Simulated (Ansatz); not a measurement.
# C₂HAlF₂O: how energies converge with the basis set

How large a basis does C₂HAlF₂O need? Two functionals are run in growing sets.

Method: one geometry, several basis sets; program: Ansatz 0.2.0, Gaussian basis.

Plan: PBE0-D4/def2-SVP; ωB97M-V/def2-SVP; PBE0-D4/def2-QZVPP; ωB97M-V/def2-QZVPP; the functionals' def2-TZVPP values are taken from earlier runs.

### 1 The relaxed structure

An earlier PBE0-D4 in a triple-zeta def2 set relaxation fixed the geometry.

SMILES `F[C]1=C[O][Al]1[F]`, 7 atoms, charge 0, spin multiplicity 1.

Atoms are counted from 1 here; the program's logs count them from 0.

Bond lengths: F1–C2 1.328 Å, C2–C3 1.346 Å, C2–Al5 1.892 Å, C3–O4 1.386 Å, C3–H7 1.087 Å, O4–Al5 1.756 Å, Al5–F6 1.632 Å. Angles: F1–C2–C3 126.5°, F1–C2–Al5 151.1°, C3–C2–Al5 82.3°, C2–C3–O4 113.6°, C2–C3–H7 129.6°, O4–C3–H7 116.8°, C3–O4–Al5 86.6°, C2–Al5–O4 77.5°, C2–Al5–F6 151.2°, O4–Al5–F6 131.3°.

Coordinates:

```xyz
7

F    -0.6160   -1.5651    1.4776
C    -0.3026   -0.6106    0.6084
C     0.8263   -0.5295   -0.1204
O     0.8753    0.5826   -0.9453
Al   -0.7057    0.9979   -0.3029
F    -1.6974    2.2564   -0.6140
H     1.6815   -1.1998   -0.1491
```

### 2 PBE0-D4 in def2-SVP

Input file in.yaml:

```yaml
crystal:
  periodic: [false, false, false]
  atoms:
    - {symbol: F, position_ang: [-0.615994, -1.565098, 1.477600]}
    - {symbol: C, position_ang: [-0.302631, -0.610582, 0.608438]}
    - {symbol: C, position_ang: [0.826257, -0.529491, -0.120443]}
    - {symbol: O, position_ang: [0.875271, 0.582642, -0.945309]}
    - {symbol: Al, position_ang: [-0.705693, 0.997866, -0.302874]}
    - {symbol: F, position_ang: [-1.697393, 2.256422, -0.614020]}
    - {symbol: H, position_ang: [1.681481, -1.199758, -0.149093]}
basis:
  gaussian: {orbitals: def2-SVP}
hamiltonian: {xc: pbe0, dispersion: d4}
output: {orbitals: {seedname: orbitals}}
```

Run with:

```
$ ansatz run in.yaml --threads 2 --pin off --events-out ev --progress --plain --max-ram 4352MiB
```

After this run come: ωB97M-V in def2-SVP; PBE0-D4 in def2-QZVPP; ωB97M-V in def2-QZVPP.

**Question.** What will the summary of the whole plan be? Wanted: PBE0-D4: double and triple zeta above quadruple; ωB97M-V: double and triple zeta above quadruple.

The runs gave:

| quantity | value |
| --- | --- |
| PBE0-D4: double and triple zeta above quadruple | 14.75, 0.74 eV |
| ωB97M-V: double and triple zeta above quadruple | 14.93, 0.69 eV |

In words: For PBE0-D4 the step from double to triple zeta gains 14.01 eV and the next only 0.74 eV. Total energies overstate the basis error of differences, where much of it tends to cancel.
